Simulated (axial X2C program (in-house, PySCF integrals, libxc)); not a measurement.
**SAsS⁺: bond lengths and stretches, held linear**

One table from this session's results is given with a row withheld; the runs are named, their logs left out.

Computed with an in-house X2C program for linear molecules on PySCF integrals. Level: all-electron X2C, two-component (2c) or spin-free, S dyall-av3z, As dyall-v3z.

All values are calculated.

1 further run of the same task is left out (set aside as unsound or not needed).

The first run:

The input, task.json:

```json
{
 "zs": [
  16,
  33,
  16
 ],
 "q": 1,
 "bas": [
  "dyall-av3z",
  "dyall-v3z",
  "dyall-av3z"
 ],
 "r0": [
  2.08,
  2.08
 ],
 "symm": 1,
 "scan": [
  "PBE0",
  "HF",
  "BHandHLYP"
 ],
 "levels": [
  "PBE0",
  "HF",
  "r2SCAN"
 ],
 "nst": 2
}
```

Keys: zs atomic numbers; q charge; bas basis sets; r0 starting distance in Å; symm equal bonds; scan levels of the two-bond scan (MP2 follows by itself at each HF point); levels methods; nst determinants followed.

Started as:

```bash
> python solin.py task.json out
```

Masses S 31.972, As 74.922, S 31.972 u.

Steps of the session up to this table: Scan at PBE0, 2c; Scan at HF, 2c; Scan at BHandHLYP, 2c.

One of the session's tables, all rows but one given; the rest of the session is left out.

| level | r(S–As) (Å) | r(As–S) (Å) | lower stretch (cm⁻¹) | upper stretch (cm⁻¹) |
| --- | --- | --- | --- | --- |
| PBE0, 2c | ? | ? | ? | ? |
| HF, 2c | 1.931 | 1.931 | 565.0 | 718.8 |
| BHandHLYP, 2c | 1.947 | 1.947 | 535.8 | 708.4 |
| MP2, 2c | 1.977 | 1.977 | 515.6 | 745.9 |
| PBE0, spin-free | 1.955 | 1.955 | 526.5 | 711.1 |
| HF, spin-free | 1.930 | 1.930 | 565.8 | 719.5 |
| BHandHLYP, spin-free | 1.946 | 1.946 | 536.5 | 709.1 |
| MP2, spin-free | 1.977 | 1.977 | 515.3 | 746.3 |

**Question.** Estimate the row for PBE0, 2c.

**Answer.** r(S–As) (Å): 1.956; r(As–S) (Å): 1.956; lower stretch (cm⁻¹): 526.0; upper stretch (cm⁻¹): 710.6. In the column «r(S–As) (Å)» it lies between PBE0, spin-free (1.955) and MP2, 2c (1.977).

Scans not shown above were run alike.

MP2 freezes inner shells (threshold -2 hartree). The molecule was held linear; bending was not examined, so a bent shape may lie lower.
